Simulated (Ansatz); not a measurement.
# Mg3GeN: one candidate of a structure search

The task: take a trial cell of Mg3GeN to zero force and stress.

Method: DFT PBE, scalar-relativistic, plane waves, PAW, in Ansatz 0.2.0.

### 1 The starting structure

The structure is hexagonal, space group P6/mmm (No. 191). Conventional cell: a = 4.564 Å, b = 4.564 Å, c = 4.867 Å, α = 90.00°, β = 90.00°, γ = 120.00°. Mg (site symmetry mmm) is surrounded by 2 Ge at 2.28 Å and 4 Mg at 2.28 Å. Ge (site symmetry 6/mmm) is surrounded by 6 Mg at 2.28 Å and 2 N at 2.43 Å. N (site symmetry 6/mmm) has 2 Ge at 2.43 Å as nearest neighbours.

Coordinates:

```cif
data_structure
_symmetry_space_group_name_H-M 'P 1'
_symmetry_Int_Tables_number 1
_cell_length_a 4.5636
_cell_length_b 4.5636
_cell_length_c 4.8671
_cell_angle_alpha 90.000
_cell_angle_beta 90.000
_cell_angle_gamma 120.000
_cell_volume 87.78
loop_
_atom_site_label
_atom_site_type_symbol
_atom_site_fract_x
_atom_site_fract_y
_atom_site_fract_z
_atom_site_occupancy
Mg1 Mg 0.50000 0.00000 0.00000 1
Mg2 Mg 0.00000 0.50000 0.00000 1
Mg3 Mg 0.50000 0.50000 0.00000 1
Ge1 Ge 0.00000 0.00000 0.00000 1
N1 N 0.00000 0.00000 0.50000 1
```

Recipe of the guess: random cell by space group and Wyckoff sites (P6/mmm, No. 191). The dimensions are guesses.

### 2 A first look at the guess

The input, input.yaml:

```yaml
crystal:
  lattice:
    - [4.56357051, 0.0, 0.0]
    - [-2.28178526, 3.952168, 0.0]
    - [0.0, 0.0, 4.86708193]
  atoms:
    - { symbol: Mg, position: [0.5, 0.0, 0.0] }
    - { symbol: Mg, position: [0.0, 0.5, 0.0] }
    - { symbol: Mg, position: [0.5, 0.5, 0.0] }
    - { symbol: Ge, position: [0.0, 0.0, 0.0] }
    - { symbol: "N", position: [0.0, 0.0, 0.5] }
basis:
  ecutwfc: 420
kpoints:
  mp_grid: { grid: [6, 6, 4] }
hamiltonian:
  xc: pbe
scf:
  occupations: { method: gaussian, width: 0.1 }
  lower_state_search: "off"
output:
  forces: true
  stress: true
  eigenvalues: true
```

Launch:

```
ansatz run input.yaml --threads 1 --pin off --max-ram 2560MiB --backend cpu --events-out ev --progress --plain --runs-dir out
```

Further runs follow: rough relaxation on the coarse mesh; final relaxation.

Q: Predict the outcome of this session. Wanted: conventional cell; volume; energy over the elements; gap on the mesh.

The runs gave:

```
                                                              quantity                                                                       value
                                symmetry at the end (tolerance 0.05 Å)                                                space group P6/mmm (No. 191)
                                                     conventional cell  a = 5.912 Å, b = 5.912 Å, c = 3.785 Å, α = 90.00°, β = 90.00°, γ = 120.00°
                                                                volume                                                               22.92 Å³/atom
energy over the elements (uncorrected; H, N, O, F and Cl as molecules)                                                               +0.63 eV/atom
                                                       gap on the mesh                                                                none (metal)
```

What this shows: The space group P6/mmm (No. 191) is kept, and the volume per atom grows by 30.5 % from the first guess. With a positive formation energy it can't be a ground state. No finished test with a distortion of lower symmetry is shown, so the end may be a saddle point. The final runs have no spin polarisation, so no magnetic state was tried and one may lie lower.
